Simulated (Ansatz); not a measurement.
# C₂H₇AlOSn: a ladder of functionals and wavefunction methods

The task here is to estimate one member of a computed series from the others.

Method: functionals in def2-TZVPP, the program's frozen cores in correlated methods; program: Ansatz 0.2.0, Gaussian basis.

The runs, in order: PBE-D4, r2SCAN-D4, PBE0-D4, B3LYP-D4, ωB97X-V, ωB97M-V, B2PLYP; CCSD(T)/def2-TZVPP; MP2/def2-QZVPP; extrapolation to the limit.

### Structure used throughout

An earlier PBE0-D4 in a triple-zeta def2 set relaxation fixed the geometry. Sn takes the def2 core potential; no spin-orbit term is included.

12 atoms, charge 0, spin multiplicity 1.

Atoms are counted from 1 here; the program's logs count them from 0.

Bond lengths: O1–C2 1.286 Å, O1–Al4 1.882 Å, C2–C3 1.395 Å, C2–H6 1.097 Å, C3–Al4 2.125 Å, C3–Sn5 2.168 Å, C3–H7 1.087 Å, Al4–H8 1.591 Å, Al4–H9 1.581 Å, Sn5–H10 1.712 Å, Sn5–H11 1.698 Å, Sn5–H12 1.701 Å. Angles: C2–O1–Al4 88.7°, O1–C2–C3 118.3°, O1–C2–H6 117.2°, C3–C2–H6 124.0°, C2–C3–Al4 76.6°, C2–C3–Sn5 118.5°, C2–C3–H7 115.6°, Al4–C3–Sn5 97.1°, Al4–C3–H7 138.7°, Sn5–C3–H7 108.3°, O1–Al4–C3 69.8°, O1–Al4–H8 114.9°, O1–Al4–H9 109.9° and more.

As a file:

```mol
C2H7AlOSn
  3D, bonds by distance, orders not assigned

 12 13  0  0  0  0  0  0  0  0999 V2000
   -1.6894    0.8175    0.6267 O   0  0
   -0.5483    1.3923    0.4847 C   0  0
    0.5808    0.5890    0.3262 C   0  0
   -0.7978   -0.6904    1.3158 Al  0  0
    0.7737   -0.5783   -1.4910 Sn  0  0
   -0.5132    2.4797    0.6274 H   0  0
    1.5334    1.0730    0.5246 H   0  0
   -1.0648   -2.0452    0.5253 H   0  0
   -0.7527   -0.6154    2.8945 H   0  0
    1.8034    0.3495   -2.4951 H   0  0
   -0.7655   -0.7639   -2.1848 H   0  0
    1.5173   -2.0628   -1.1201 H   0  0
  1  2  8  0
  1  4  8  0
  2  3  8  0
  2  4  8  0
  2  6  8  0
  3  4  8  0
  3  5  8  0
  3  7  8  0
  4  8  8  0
  4  9  8  0
  5 10  8  0
  5 11  8  0
  5 12  8  0
M  END
```

Set-up of the first run:

The input, in.yaml:

```yaml
crystal:
  periodic: [false, false, false]
  atoms:
    - {symbol: O, position_ang: [-1.689423, 0.817503, 0.626665]}
    - {symbol: C, position_ang: [-0.548297, 1.392331, 0.484656]}
    - {symbol: C, position_ang: [0.580768, 0.588951, 0.326208]}
    - {symbol: Al, position_ang: [-0.797759, -0.690362, 1.315770]}
    - {symbol: Sn, position_ang: [0.773698, -0.578336, -1.490978]}
    - {symbol: H, position_ang: [-0.513236, 2.479689, 0.627352]}
    - {symbol: H, position_ang: [1.533413, 1.072987, 0.524573]}
    - {symbol: H, position_ang: [-1.064767, -2.045219, 0.525258]}
    - {symbol: H, position_ang: [-0.752727, -0.615366, 2.894516]}
    - {symbol: H, position_ang: [1.803439, 0.349454, -2.495135]}
    - {symbol: H, position_ang: [-0.765467, -0.763947, -2.184801]}
    - {symbol: H, position_ang: [1.517258, -2.062783, -1.120086]}
basis:
  gaussian: {orbitals: def2-TZVPP}
hamiltonian: {xc: pbe, dispersion: d4}
output: {forces: true, orbitals: {seedname: orbitals}}
```

Run with:

```console
ansatz run in.yaml --threads 2 --pin off --events-out ev --progress --plain --max-ram 22528MiB --backend cuda --devices 0, --max-vram 18GiB
```

Steps of the session up to this table: PBE-D4 (GGA); r2SCAN-D4 (meta-GGA); PBE0-D4 (hybrid); B3LYP-D4 (hybrid); ωB97X-V (range-separated); ωB97M-V (range-separated); B2PLYP (double hybrid); CCSD(T) in def2-TZVPP; MP2 in def2-QZVPP.

One table of the session follows, with a row left open; its other results are not shown here.

```
            method  atomisation energy (kJ/mol)
            PBE-D4                       3999.1
         r2SCAN-D4                       3968.0
           PBE0-D4                       3934.2
          B3LYP-D4                       3930.2
           ωB97X-V                       3974.7
           ωB97M-V                       3959.0
            B2PLYP                       3887.7
     HF/def2-TZVPP                       2821.6
    MP2/def2-TZVPP                            ?
   CCSD/def2-TZVPP                       3796.9
CCSD(T)/def2-TZVPP                       3864.9
           MP2/CBS                       3996.8
       CCSD(T)/CBS                       3966.7
```

Estimate the missing values for MP2/def2-TZVPP.

**Answer.** atomisation energy (kJ/mol): 3894.9. In the column «atomisation energy (kJ/mol)» it lies between B2PLYP (3887.7) and B3LYP-D4 (3930.2).
